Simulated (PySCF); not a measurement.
# SnH3(NHtBu): geometry, NMR shifts and electronic excitations

Aim: predict the NMR shifts and electronic excitations of SnH3(NHtBu) (`[H][Sn]([H])([H])[NH]C(C)(C)C`).

Computed with PySCF 2.14.0, with density-fitted response routines of our own, on a single molecule in the gas phase. Atoms count from 0, in the outputs and in this text.

### Step 1. The molecule as given

19 atoms, charge 0, multiplicity 1; geometry from: GFN2-xTB. The atoms were then displaced at random by about 0.03 Å, so the start is not that level's minimum.

Bonds of the start (Å): Sn0–H1 1.65, Sn0–H2 1.53, Sn0–H3 1.76, Sn0–N4 2.01, N4–C5 1.42, N4–H9 1.04, C5–C6 1.55, C5–C7 1.51, C5–C8 1.50, C6–H10 1.07, C6–H11 1.09, C6–H12 0.98, C7–H13 1.05, C7–H14 1.10, C7–H15 1.15, C8–H16 1.11, C8–H17 1.09, C8–H18 1.15.

### Step 2. Geometry optimisation at PBE0-D3(BJ)/def2-SVP

The job: settings as JSON, then the geometry in Å.

```
{"job": {"xc": "PBE0", "basis": "def2-SVP", "d3": "d3bj", "grid": 1, "maxiter": 40, "shake": 0.03, "kind": "geom"}, "charge": 0, "multiplicity": 1}
Sn     1.084700     1.510380     1.752930
H      0.732320     1.544070     3.364040
H      2.558300     1.291910     1.385960
H      0.717390     3.105870     1.116120
N     -0.024560    -0.013230     1.065500
C     -0.247590    -0.380550    -0.287250
C      1.119120    -0.372030    -1.027190
C     -0.729530    -1.812390    -0.269100
C     -1.250480     0.535730    -0.922600
H     -0.887850    -0.121290     1.641970
H      0.947860    -0.788310    -1.999100
H      1.467070     0.660680    -1.099900
H      1.745450    -0.917130    -0.514080
H     -0.127510    -2.465610     0.293450
H     -0.924780    -2.235990    -1.264220
H     -1.735630    -1.822410     0.283260
H     -0.857130     1.572290    -1.018890
H     -2.218460     0.539740    -0.424000
H     -1.431440     0.161710    -1.992300
```

Started as:

```bash
> OMP_NUM_THREADS=1 python probes_run.py task.json out
```

One launch serves the whole session: the jobs run in the order shown.

What it wrote:

```text
step   0  E = -428.83690501  max force = 0.093665
step   1  E = -428.87107113  max force = 0.013706
step   2  E = -428.87300293  max force = 0.005070
step   3  E = -428.87336151  max force = 0.001855
step   4  E = -428.87343097  max force = 0.001080
step   5  E = -428.87350720  max force = 0.000784
step   6  E = -428.87352447  max force = 0.000471
step   7  E = -428.87354915  max force = 0.000387
step   8  E = -428.87355631  max force = 0.000346
optimisation converged
```

Wall time 5.1 min (1 thread of Intel Xeon at 2.50GHz, shared host); peak memory 0.67 GiB.

Along the way:

```csv
step,energy from step 0 (eV),largest force component (eV/Å)
0,0.0000,4.8164
1,-0.9297,0.7048
2,-0.9823,0.2607
3,-0.9920,0.0954
4,-0.9939,0.0555
5,-0.9960,0.0403
6,-0.9965,0.0242
7,-0.9971,0.0199
8,-0.9973,0.0178
```

Close pairs (by a distance rule), those that changed most:

```csv
bond,before (Å),after (Å),change (Å)
Sn0–H2,1.534,1.712,+0.178
C6–H12,0.976,1.100,+0.124
Sn0–H1,1.650,1.713,+0.064
C7–H13,1.051,1.100,+0.048
C8–H18,1.148,1.102,-0.046
C7–H15,1.148,1.102,-0.046
Sn0–N4,2.006,2.049,+0.042
N4–C5,1.419,1.462,+0.042
```

The final coordinates are the input of the step that follows.

```csv
at the end point,value
point group (found at 0.08 Å tolerance),C1
"rotational constants (GHz, main isotopes)","4.234, 0.899, 0.899"
dipole moment (D),0.74
```

### Step 3. Shielding tensors: PBE0/def2-TZVP+pcSseg-1

The job: settings as JSON, then the geometry in Å.

```
{"job": {"kind": "nmr", "xc": "PBE0", "basis": {"default": "pcSseg-1", "Sn": "def2-TZVP"}}, "charge": 0, "multiplicity": 1}
Sn     1.086214     1.566376     1.730857
H      0.659007     1.774873     3.377023
H      2.747948     1.188294     1.566107
H      0.743011     3.002383     0.841143
N     -0.008912    -0.061160     1.140771
C     -0.254644    -0.407732    -0.257872
C      1.069656    -0.357750    -1.017221
C     -0.799203    -1.838857    -0.287333
C     -1.264256     0.537989    -0.920935
H     -0.869334    -0.132598     1.681033
H      0.936488    -0.676657    -2.061572
H      1.480437     0.666405    -1.042857
H      1.813043    -1.014381    -0.540530
H     -0.080794    -2.526616     0.182114
H     -0.995180    -2.174549    -1.317687
H     -1.746730    -1.904678     0.272006
H     -0.893587     1.575445    -0.911010
H     -2.224458     0.517270    -0.380679
H     -1.461456     0.259383    -1.968757
```

Level: GIAO PBE0/pcSseg-1 Sn:def2-TZVP NMR shielding, scalar relativity only through core potentials, gas phase.

What it wrote:

```text
coarse grid: 66008 points
cycle   1  E = -427.5114346993  dE = -3.522e+01  |g| = 2.693e+00  |ddm| = 3.141e+01
cycle   2  E = -426.5052091056  dE =  1.006e+00  |g| = 4.144e+00  |ddm| = 7.960e+00
cycle   3  E = -428.9797247982  dE = -2.475e+00  |g| = 2.485e-01  |ddm| = 3.672e+00
cycle   4  E = -428.9880453554  dE = -8.321e-03  |g| = 1.863e-01  |ddm| = 4.683e-01
cycle   5  E = -428.9953140681  dE = -7.269e-03  |g| = 4.520e-02  |ddm| = 1.898e-01
cycle   6  E = -428.9957688265  dE = -4.548e-04  |g| = 8.276e-03  |ddm| = 5.381e-02
cycle   7  E = -428.9957843016  dE = -1.548e-05  |g| = 3.303e-03  |ddm| = 1.037e-02
cycle   8  E = -428.9957871355  dE = -2.834e-06  |g| = 6.025e-04  |ddm| = 4.022e-03
final grid: 139704 points
cycle   9  E = -428.9958027746  dE = -1.213e-07  |g| = 6.939e-04  |ddm| = 2.871e-03
cycle  10  E = -428.9958027074  dE =  6.722e-08  |g| = 8.960e-04  |ddm| = 1.372e-03
cycle  11  E = -428.9958028800  dE = -1.726e-07  |g| = 7.497e-05  |ddm| = 7.370e-04
cycle  12  E = -428.9958028811  dE = -1.135e-09  |g| = 2.340e-05  |ddm| = 9.117e-05
cycle  13  E = -428.9958028812  dE = -1.138e-10  |g| = 7.261e-06  |ddm| = 2.660e-05
converged SCF energy = -428.9958028812

GIAO shielding tensors (ppm)
atom      isotropic    diamagn.    paramagn.     s11        s22        s33       span
  0 Sn         nan         nan         nan        nan        nan        nan        nan
  1 H       26.515      27.694      -1.179     18.888     20.367     40.290     21.401
  2 H       26.198      28.044      -1.846     18.277     20.879     39.437     21.160
  3 H       25.845      28.072      -2.227     17.905     20.784     38.845     20.940
  4 N      206.654     320.370    -113.717    158.999    191.439    269.524    110.525
  5 C      134.279     240.234    -105.956    118.898    126.547    157.391     38.493
  6 C      151.232     250.142     -98.910    135.423    137.921    180.351     44.928
  7 C      148.457     246.493     -98.036    128.600    132.686    184.084     55.484
  8 C      149.619     248.950     -99.331    127.336    138.563    182.959     55.623
  9 H       31.547      34.402      -2.855     21.678     32.163     40.800     19.123
 10 H       30.153      31.364      -1.211     26.272     27.679     36.507     10.235
 11 H       30.242      32.554      -2.311     25.674     31.208     33.845      8.171
 12 H       29.974      31.681      -1.707     26.439     28.075     35.409      8.970
 13 H       29.908      30.059      -0.150     26.445     27.802     35.478      9.033
 14 H       30.123      30.273      -0.150     26.181     27.342     36.846     10.665
 15 H       30.236      30.614      -0.378     26.874     27.991     35.844      8.970
 16 H       29.826      31.955      -2.129     25.494     30.136     33.850      8.355
 17 H       30.430      31.560      -1.131     27.464     27.962     35.862      8.398
 18 H       30.089      31.207      -1.118     26.110     27.267     36.890     10.780
```

Run time: 1.9 min. Hardware: 1 thread of Intel Xeon at 2.50GHz, shared host; peak memory 1 GiB.

Shifts follow as δ = σ(reference) − σ, with reference shieldings (ppm) from runs at the same level and on the same kind of geometry: 1H TMS 31.27, 13C TMS 184.4, 15N NH3 265.7. The references are single molecules in the gas phase, so shifts against H2O, NH3, PH3, H3PO4 or CFCl3 are not on the usual liquid scales and can be off by tens of ppm. Atoms listed in one row are averaged.

```csv
atoms,environment,σ (ppm),δ (ppm)
C5,"carbon bonded to 3 C, N",134.3,50.1
"C6, C7, C8","carbon bonded to C, 3 H",149.8,34.6
"H1, H2, H3",hydrogen on a Sn bonded to N,26.19,5.08
"H10, H11, H12, H13, H14 and 4 more",hydrogen on a carbon bonded to C,30.11,1.16
H9,"hydrogen on a nitrogen bonded to C, Sn",31.55,-0.28
N4,"nitrogen bonded to C, Sn, H",206.7,59.0
```

Atoms past Kr carry core potentials, so their printed shieldings have no meaning and are left out of the table.

The run also stored atomic charges by several schemes (e):

```csv
atoms,Mulliken,ESP fit
Sn0,0.43,0.48
N4,-0.59,-0.83
C5,-0.36,0.82
"C6, C7, C8",-0.17,-0.61
```

Mayer bond orders: Sn0–N4 0.96, N4–C5 0.94, C5–C6 1.01, C5–C7 1.02, C5–C8 1.00.

With diffuse functions Mulliken charges and Mayer bond orders lose their meaning; the other schemes are steadier.

The fields below are evaluated on a grid from the run's orbitals.

Frontier orbitals at PBE0/def2-TZVP+pcSseg-1, with the share of their density that lies nearest to each atom:

```csv
orbital,energy (eV),lies on
HOMO,-6.40,"N4 63 %; H3, H9 about 7 % each"
LUMO,0.09,"H1, H2, H3 about 16 % each; Sn0 15 %; N4 13 %"
```

ELF in a plane through or near 5 of the atoms.

Values, 10 rows by 14 columns:
```
0.00 0.00 0.00 0.00 0.00 0.00 0.00 0.00 0.00 0.00 0.00 0.00 0.00 0.00
0.00 0.00 0.00 0.00 0.00 0.00 0.00 0.00 0.00 0.00 0.00 0.00 0.00 0.00
0.00 0.00 0.00 0.03 0.01 0.00 0.00 0.04 0.12 0.00 0.00 0.00 0.00 0.00
0.00 0.01 0.41 0.59 0.22 0.11 0.24 0.03 0.08 0.03 0.02 0.00 0.00 0.00
0.00 0.02 0.35 0.23 0.56 0.35 0.78 0.47 0.43 0.32 0.51 0.13 0.00 0.00
0.00 0.00 0.12 0.27 0.78 0.20 0.38 0.33 0.76 0.78 1.00 0.88 0.00 0.00
0.00 0.00 0.39 0.97 0.83 0.13 0.07 0.65 0.21 0.07 0.75 0.14 0.00 0.00
0.00 0.00 0.51 1.00 0.99 0.02 0.56 1.00 0.38 0.02 0.00 0.00 0.00 0.00
0.00 0.00 0.00 0.08 0.06 0.00 0.08 0.59 0.05 0.00 0.00 0.00 0.00 0.00
0.00 0.00 0.00 0.00 0.00 0.00 0.00 0.00 0.00 0.00 0.00 0.00 0.00 0.00
```
The map spans 12.2 Å across and 9.4 Å up, centred on the molecule. Atoms in the plane (x, y in Å): Sn0 (-2.6, 0.1), H2 (-3.0, -1.5), C5 (0.5, 0.0), H12 (0.2, -2.1), H14 (2.7, -0.2).

log10 of the density (e/Å³) in the same plane.

Values, 10 rows by 14 columns:
```
-4.0 -4.0 -4.0 -4.0 -4.0 -4.0 -4.0 -4.0 -4.0 -4.0 -4.0 -4.0 -4.0 -4.0
-4.0 -4.0 -4.0 -3.8 -3.9 -4.0 -3.9 -3.4 -3.3 -3.8 -4.0 -4.0 -4.0 -4.0
-4.0 -3.7 -3.0 -2.5 -2.7 -2.9 -2.7 -2.2 -2.1 -2.7 -3.4 -4.0 -4.0 -4.0
-4.0 -2.9 -1.9 -1.2 -1.3 -1.4 -1.2 -1.3 -1.3 -1.6 -2.3 -3.2 -4.0 -4.0
-3.9 -2.6 -1.4 -0.3  0.7 -0.4  0.0 -0.2 -0.3 -0.6 -1.1 -2.2 -3.8 -4.0
-4.0 -2.8 -1.6  0.0  1.3 -0.3 -0.4  0.2  0.0 -0.2 -0.1 -1.6 -3.5 -4.0
-4.0 -3.0 -1.7 -0.3 -0.3 -1.1 -1.0  0.0 -0.6 -1.3 -1.4 -2.3 -3.9 -4.0
-4.0 -3.3 -2.2 -1.0 -1.0 -1.9 -1.0  0.1 -0.9 -2.0 -2.9 -3.7 -4.0 -4.0
-4.0 -4.0 -3.2 -2.6 -2.6 -2.9 -2.2 -1.6 -2.1 -2.9 -4.0 -4.0 -4.0 -4.0
-4.0 -4.0 -4.0 -4.0 -4.0 -4.0 -3.8 -3.5 -3.8 -4.0 -4.0 -4.0 -4.0 -4.0
```
The map spans 12.2 Å across and 9.4 Å up, centred on the molecule. Atoms in the plane (x, y in Å): Sn0 (-2.6, 0.1), H2 (-3.0, -1.5), C5 (0.5, 0.0), H12 (0.2, -2.1), H14 (2.7, -0.2).

On the surface of density 0.002 e/bohr³ the electrostatic potential runs, from the 1st to the 99th percentile, from -1.18 V near N4 to 1.22 V near H9.

### Step 4. TDDFT and polarisability: wB97X-D/def2-SVPD

The job, as its differences from that of step 3:

```diff
@@ -1,2 +1,2 @@
-{"job": {"kind": "nmr", "xc": "PBE0", "basis": {"default": "pcSseg-1", "Sn": "def2-TZVP"}}, "charge": 0, "multiplicity": 1}
+{"job": {"kind": "uv", "xc": "wB97X-D", "basis": "def2-SVPD", "ip": false, "nstates": 10}, "charge": 0, "multiplicity": 1}
 Sn     1.086214     1.566376     1.730857
```

Method: TDDFT wB97X-D/def2-SVPD, vertical, gas phase, core orbitals frozen in the response.

What it wrote:

```text
coarse grid: 66008 points
cycle   1  E = -427.6576875069  dE = -2.187e+01  |g| = 2.521e+00  |ddm| = 2.560e+01
cycle   2  E = -428.2323582695  dE = -5.747e-01  |g| = 2.277e+00  |ddm| = 2.569e+01
cycle   3  E = -429.1272790317  dE = -8.949e-01  |g| = 1.552e-01  |ddm| = 9.051e+00
cycle   4  E = -429.1318974736  dE = -4.618e-03  |g| = 1.309e-01  |ddm| = 7.226e-01
cycle   5  E = -429.1356483577  dE = -3.751e-03  |g| = 2.991e-02  |ddm| = 3.543e-01
cycle   6  E = -429.1359195777  dE = -2.712e-04  |g| = 9.053e-03  |ddm| = 9.954e-02
cycle   7  E = -429.1359560924  dE = -3.651e-05  |g| = 3.451e-03  |ddm| = 4.184e-02
cycle   8  E = -429.1359628167  dE = -6.724e-06  |g| = 8.138e-04  |ddm| = 1.654e-02
final grid: 139704 points
cycle   9  E = -429.1328477378  dE = -7.581e-06  |g| = 1.256e-03  |ddm| = 5.048e-02
cycle  10  E = -429.1328480133  dE = -2.755e-07  |g| = 8.155e-04  |ddm| = 8.339e-03
cycle  11  E = -429.1328481454  dE = -1.321e-07  |g| = 1.788e-04  |ddm| = 2.952e-03
cycle  12  E = -429.1328481600  dE = -1.465e-08  |g| = 9.258e-05  |ddm| = 6.569e-04
cycle  13  E = -429.1328481657  dE = -5.608e-09  |g| = 3.234e-05  |ddm| = 5.076e-04
cycle  14  E = -429.1328481662  dE = -5.315e-10  |g| = 1.114e-05  |ddm| = 1.542e-04
converged SCF energy = -429.1328481662

Static polarisability (au): isotropic 99.470, principal 92.652 92.839 112.919

Singlet excitations
state   eV       nm        f      main configurations
  1   5.5891    221.8   0.04648   H->L+1 0.87
  2   6.0687    204.3   0.01325   H->L 0.89
  3   6.6390    186.8   0.00080   H->L+2 0.88
  4   6.9207    179.1   0.01030   H->L+3 0.67, H->L+4 0.21
  5   7.1562    173.3   0.02002   H->L+4 0.56, H->L+3 0.13, H->L+5 0.10
  6   7.6094    162.9   0.00817   H->L+5 0.50, H->L+8 0.12, H->L+4 0.10
  7   7.9578    155.8   0.04006   H->L+6 0.62, H-2->L+1 0.14
  8   8.0090    154.8   0.01930   H-2->L+1 0.57, H-1->L+1 0.09
  9   8.1443    152.2   0.01766   H-3->L+1 0.30, H-1->L+1 0.12, H->L+7 0.12
 10   8.2305    150.6   0.02448   H->L+8 0.40, H->L+5 0.14, H->L+9 0.10

Triplet excitations (Tamm-Dancoff, eV): 5.0976 5.9070 6.5317 6.6335
```

It took 3 min on 1 thread of Intel Xeon at 2.50GHz, shared host; peak memory 1.2 GiB.

Frontier orbitals and where they lie:

```csv
orbital,eV,atoms
HOMO−3,-11.02,"Sn0 32 %, H2 20 %, H3 17 %"
HOMO−2,-10.84,"Sn0 38 %, H1 34 %, H3 12 %"
HOMO−1,-10.63,"N4 20 %, Sn0 17 %, H2 14 %"
HOMO,-8.31,"N4 59 %, C5 8 %, Sn0 8 %"
LUMO,1.54,"Sn0 55 %, H1 11 %, H3 11 %"
LUMO+1,1.70,"Sn0 38 %, N4 9 %, H3 8 %"
LUMO+2,2.51,"Sn0 51 %, H3 12 %, H1 8 %"
```

With each of the 10 states as a Gaussian band of 0.4 eV half-width at 1/e, the curve within the window shown has maxima at 220 nm (ε 2,000), 173 nm (ε 1,200), 154 nm (ε 3,900) L/(mol cm). Beyond the last state computed it falls off for lack of states. The curve at chosen wavelengths:

```tsv
nm	ε (L/mol/cm)
145	1200
149	2819
153	3871
157	3429
161	2238
166	1326
170	1224
174	1236
178	1087
182	799
186	532
190	404
194	438
199	656
203	920
207	1240
211	1580
215	1869
219	2017
223	1966
227	1728
232	1281
236	909
240	594
244	360
248	204
```

Leading natural transition orbitals of singlet state 1: the hole lies on N4 65 %; H9 8 %; H3 6 %; the particle on H9 16 %; Sn0 15 %; N4 15 %.

Ground-state properties from the same run:

```csv
property,computed
dipole moment (D),0.76
polarisability (Å³),14.74
HOMO–LUMO gap (eV),9.85
−ε(HOMO) (eV),8.31
```

### Step 5. Shielding tensors: B3LYP/def2-TZVP+pcSseg-1

The job, as its differences from that of step 4:

```diff
@@ -1,2 +1,2 @@
-{"job": {"kind": "uv", "xc": "wB97X-D", "basis": "def2-SVPD", "ip": false, "nstates": 10}, "charge": 0, "multiplicity": 1}
+{"job": {"kind": "nmr", "xc": "B3LYP", "basis": {"default": "pcSseg-1", "Sn": "def2-TZVP"}, "pop": false}, "charge": 0, "multiplicity": 1}
 Sn     1.086214     1.566376     1.730857
```

Method: GIAO B3LYP/pcSseg-1 Sn:def2-TZVP NMR shielding, scalar relativity only through core potentials, gas phase.

What it wrote:

```text
coarse grid: 66008 points
cycle   1  E = -427.7714129825  dE = -3.510e+01  |g| = 2.764e+00  |ddm| = 3.131e+01
cycle   2  E = -425.6587280029  dE =  2.113e+00  |g| = 5.024e+00  |ddm| = 9.149e+00
cycle   3  E = -429.3067294886  dE = -3.648e+00  |g| = 3.739e-01  |ddm| = 5.335e+00
cycle   4  E = -429.3144378811  dE = -7.708e-03  |g| = 3.242e-01  |ddm| = 6.215e-01
cycle   5  E = -429.3370575202  dE = -2.262e-02  |g| = 5.268e-02  |ddm| = 3.233e-01
cycle   6  E = -429.3376151206  dE = -5.576e-04  |g| = 1.873e-02  |ddm| = 6.417e-02
cycle   7  E = -429.3376990753  dE = -8.395e-05  |g| = 4.267e-03  |ddm| = 1.811e-02
cycle   8  E = -429.3377037810  dE = -4.706e-06  |g| = 1.022e-03  |ddm| = 5.983e-03
final grid: 139704 points
cycle   9  E = -429.3376973972  dE = -3.798e-08  |g| = 1.320e-03  |ddm| = 3.845e-03
cycle  10  E = -429.3376970470  dE =  3.503e-07  |g| = 1.797e-03  |ddm| = 2.711e-03
cycle  11  E = -429.3376977930  dE = -7.461e-07  |g| = 9.611e-05  |ddm| = 1.584e-03
cycle  12  E = -429.3376977948  dE = -1.794e-09  |g| = 1.970e-05  |ddm| = 9.795e-05
cycle  13  E = -429.3376977949  dE = -6.628e-11  |g| = 1.031e-05  |ddm| = 2.768e-05
converged SCF energy = -429.3376977949

GIAO shielding tensors (ppm)
atom      isotropic    diamagn.    paramagn.     s11        s22        s33       span
  0 Sn         nan         nan         nan        nan        nan        nan        nan
  1 H       26.680      27.951      -1.271     19.122     20.588     40.330     21.208
  2 H       26.356      28.331      -1.975     18.515     21.076     39.477     20.962
  3 H       25.981      28.356      -2.376     18.100     20.936     38.907     20.807
  4 N      198.385     320.454    -122.070    150.306    183.853    260.996    110.690
  5 C      127.049     240.057    -113.007    111.573    119.275    150.300     38.727
  6 C      145.546     249.168    -103.622    129.242    132.077    175.318     46.075
  7 C      142.476     245.678    -103.202    122.107    126.053    179.269     57.162
  8 C      144.132     248.079    -103.947    120.942    133.214    178.240     57.298
  9 H       31.622      34.409      -2.787     22.045     32.460     40.360     18.315
 10 H       30.256      31.370      -1.115     26.566     27.890     36.312      9.746
 11 H       30.331      32.741      -2.410     25.917     31.345     33.732      7.815
 12 H       30.086      31.757      -1.671     26.645     28.351     35.263      8.618
 13 H       30.030      30.158      -0.128     26.782     27.984     35.325      8.543
 14 H       30.214      30.274      -0.060     26.465     27.513     36.663     10.198
 15 H       30.357      30.694      -0.337     27.201     28.171     35.700      8.499
 16 H       29.916      32.170      -2.254     25.746     30.238     33.764      8.018
 17 H       30.559      31.644      -1.085     27.668     28.274     35.736      8.068
 18 H       30.173      31.211      -1.038     26.359     27.461     36.700     10.341
```

Wall time 81 s (1 thread of Intel Xeon at 2.50GHz, shared host); peak memory 1.3 GiB.

This run: δ C5 52.2, C6 35.2, N4 65.2, H1 5.04, H10 1.17 ppm (means over like atoms).

### Step 6. Side by side: NMR shifts

Shifts (ppm), means over like atoms, with basis size and wall time:

```csv
run,C5,C6,H1,H10,H9,N4,functions,time
PBE0/def2-TZVP+pcSseg-1,50.1,34.6,5.08,1.16,-0.28,59.0,200,1.9 min
B3LYP/def2-TZVP+pcSseg-1,52.2,35.2,5.04,1.17,-0.24,65.2,200,81 s
```

### Step 7. Summary of results

```
                                                                         quantity                        value
                                                                      point group                           C1
                                             rotational constants (main isotopes)         4.23, 0.90, 0.90 GHz
13C shifts against TMS (PBE0/def2-TZVP+pcSseg-1, means over atoms taken as alike)               50.1, 34.6 ppm
 1H shifts against TMS (PBE0/def2-TZVP+pcSseg-1, means over atoms taken as alike)        5.08, 1.16, -0.28 ppm
                                 15N shifts against NH3 (PBE0/def2-TZVP+pcSseg-1)                     59.0 ppm
                                            surface potential, 1st and 99th percentile           -1.18 V and 1.22 V
                                               lowest singlet (wB97X-D/def2-SVPD)  5.59 eV (222 nm), f = 0.046
                                                                   lowest triplet                      5.10 eV
                                                         range of the shift of N4             59.0 to 65.2 ppm
```

What this shows: The start was shaken at random, so part of the energy gained undoes that. The optimisation took 8 steps and gained 0.997 eV; among the close pairs (by a distance rule), Sn0–H2 changed most, from 1.534 to 1.712 Å. No frequency check was run at this level, so the end point may be a saddle. At PBE0/def2-TZVP+pcSseg-1: Shielding is most anisotropic at N4 (span 111 ppm, paramagnetic term -114 ppm). The lowest singlet, at 5.59 eV, is HOMO→LUMO+1 0.87 and is weak. The lowest triplet lies 0.49 eV below the lowest singlet (triplets in Tamm-Dancoff, singlets in full TDDFT). Spin-orbit coupling, left out, mixes singlets and triplets in elements this heavy. In ppm, N4 moves most: its shift spreads over 6.1 ppm, from 59.0 (PBE0/def2-TZVP+pcSseg-1) to 65.2 (B3LYP/def2-TZVP+pcSseg-1). Spin-orbit coupling is left out, which matters for shieldings and couplings at and beside the heavy atoms.
